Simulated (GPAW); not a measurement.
Set up this calculation in GPAW 26.7.0, as an ASE script.

- Task: single point
- Functional: PBE
- Potentials or basis: GPAW PAW data sets (gpaw-data 1.2.1)
- Cutoff: 600 eV
- Basis: pw
- k mesh: 8 × 8 × 1
- Occupations: fermi-dirac, width 0.05 eV
- Spin: no spin polarisation
- Maxiter: 150
- Dipole layer: yes

The structure of ZrC lies in ZrC.xyz:

```xyz
6
Lattice="3.3236988564 -0.0000000000 0.0000000000 -0.0000000000 3.3236988564 0.0000000000 0.0000000000 0.0000000000 19.7004200000" Properties=species:S:1:pos:R:3 pbc="T T T"
Zr     0.0000000000      0.0000000000      7.5000000000
C      1.6618494282      1.6618494282      7.5000000000
Zr     1.6618494282      1.6618494282      9.8502100000
C      0.0000000000      0.0000000000      9.8502100000
Zr     0.0000000000      0.0000000000     12.2004200000
C      1.6618494282      1.6618494282     12.2004200000
```

The cell isn't the ideal one: the (1 0 0) slab of ZrC, cut from the database cell, not relaxed.

These files were run (other wordings do the same):

run.py

```python
import numpy as np
from ase.dft.bandgap import bandgap
from ase.io import read, write
from gpaw import GPAW, PW

atoms = read('ZrC.xyz')
atoms.pbc = (True, True, False)

calc = GPAW(mode=PW(600),
            xc='PBE',
            kpts={'size': (8, 8, 1), 'gamma': True},
            occupations={'name': 'fermi-dirac', 'width': 0.05},
            nbands=45,
            convergence={'density': 1e-05, 'energy': 1e-05},
            maxiter=150,
            poissonsolver={'dipolelayer': 'xy'},
            txt='gpaw.txt')
atoms.calc = calc
energy = atoms.get_potential_energy()
forces = atoms.get_forces()
calc.write('gs.gpw')
write('result.traj', atoms)
print(f'Energy: {energy:.6f} eV')
print('Forces (eV/A):')
print(forces.round(4))
print('Fermi level:', round(calc.get_fermi_level(), 4), 'eV')
print(f'Gap: {bandgap(calc)[0]:.4f} eV, direct: {bandgap(calc, direct=True)[0]:.4f} eV')

v = calc.get_electrostatic_potential().mean(axis=(0, 1))
z = np.arange(len(v)) * atoms.cell[2, 2] / len(v)
ef = calc.get_fermi_level()
np.savetxt('planar.dat', np.c_[z, v], fmt='%.4f')
below, above = np.interp([1.5, atoms.cell[2, 2] - 1.5], z, v) - ef
print(f'Work functions: bottom {below:.4f} eV, top {above:.4f} eV')
print('Dipole moment:', *calc.get_dipole_moment().round(5), 'e A')
```

Potentials or basis: GPAW PAW data sets (gpaw-data 1.2.1), pw.

The run is started by

```bash
$ OMP_NUM_THREADS=1 python run.py
```

Results of the run:

| Quantity | Value |
| --- | --- |
| Largest force | 1.165 eV/Å |
| Band gap on the k mesh | none (metal or under the smearing width) |
| Dipole across the slab | 0.00 e·Å |
| Work function of the upper face | 3.48 eV |
| Work function of the lower face | 3.48 eV |

Caveat: these data sets are soft for forces on short bonds.

Wall time 2.8 min on 1 thread of Intel(R) Xeon(R) Processor @ 2.50GHz (Skylake/Cascade Lake), on a shared host, peak memory 0.32 GiB.
